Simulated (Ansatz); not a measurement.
# Al3BAs2: the cost of one run

Program: Ansatz 0.2.0. Level of theory: DFT PBE, scalar-relativistic, plane waves, PAW. These are calculated values, not measurements.

1 further run of the same task is left out (it didn't finish).

### Step 1. The system as given

The structure is tetragonal, space group P4mm (No. 99). The conventional cell has a = 4.649 Å, b = 4.649 Å, c = 5.477 Å, α = 90.00°, β = 90.00°, γ = 90.00°. Around Al (site symmetry 4mm) lie 1 As at 1.79 Å. Around Al (site symmetry 2mm) lie 2 B at 2.41 Å and 2 Al at 2.53 Å and 2 As at 2.78 Å. B (site symmetry 4mm) has 1 As at 2.16 Å and 4 Al at 2.41 Å as nearest neighbours. Around As (site symmetry 4mm) lie 1 Al at 1.79 Å. Around As (site symmetry 4mm) lie 1 B at 2.16 Å and 4 Al at 2.78 Å.

As a file:

```
CELL_PARAMETERS angstrom
4.64913 0.00000 0.00000
0.00000 4.64913 0.00000
0.00000 0.00000 5.47706
ATOMIC_POSITIONS crystal
Al 0.00000 0.00000 0.74874
Al 0.50000 0.00000 0.92972
Al 0.00000 0.50000 0.92972
B 0.50000 0.50000 0.81221
As 0.00000 0.00000 0.42187
As 0.50000 0.50000 0.20720
```

A structure generator made this guess: random cell by space group and Wyckoff sites (P4mm, No. 99). The dimensions are guesses.

### Step 2. A first look at the guess

File input.yaml:

```yaml
crystal:
  lattice:
    - [4.64913212, 0.0, 0.0]
    - [0.0, 4.64913212, 0.0]
    - [0.0, 0.0, 5.47705915]
  atoms:
    - { symbol: Al, position: [0.0, 0.0, 0.74873995] }
    - { symbol: Al, position: [0.5, 0.0, 0.92972233] }
    - { symbol: Al, position: [0.0, 0.5, 0.92972233] }
    - { symbol: B, position: [0.5, 0.5, 0.81221424] }
    - { symbol: As, position: [0.0, 0.0, 0.42187255] }
    - { symbol: As, position: [0.5, 0.5, 0.20719553] }
basis:
  ecutwfc: 420
kpoints:
  mp_grid: { grid: [4, 4, 4] }
hamiltonian:
  xc: pbe
scf:
  occupations: { method: gaussian, width: 0.1 }
  lower_state_search: "off"
output:
  forces: true
  stress: true
  eigenvalues: true
```

Started as:

```console
$ ansatz run input.yaml --threads 1 --pin off --max-ram 2560MiB --backend cpu --events-out ev --progress --plain --runs-dir out
```

Q: Estimate wall time and peak memory on 1 thread of Intel Xeon at 2.70GHz, shared host.

About 5.6 s, with a peak of 0.36 GiB.
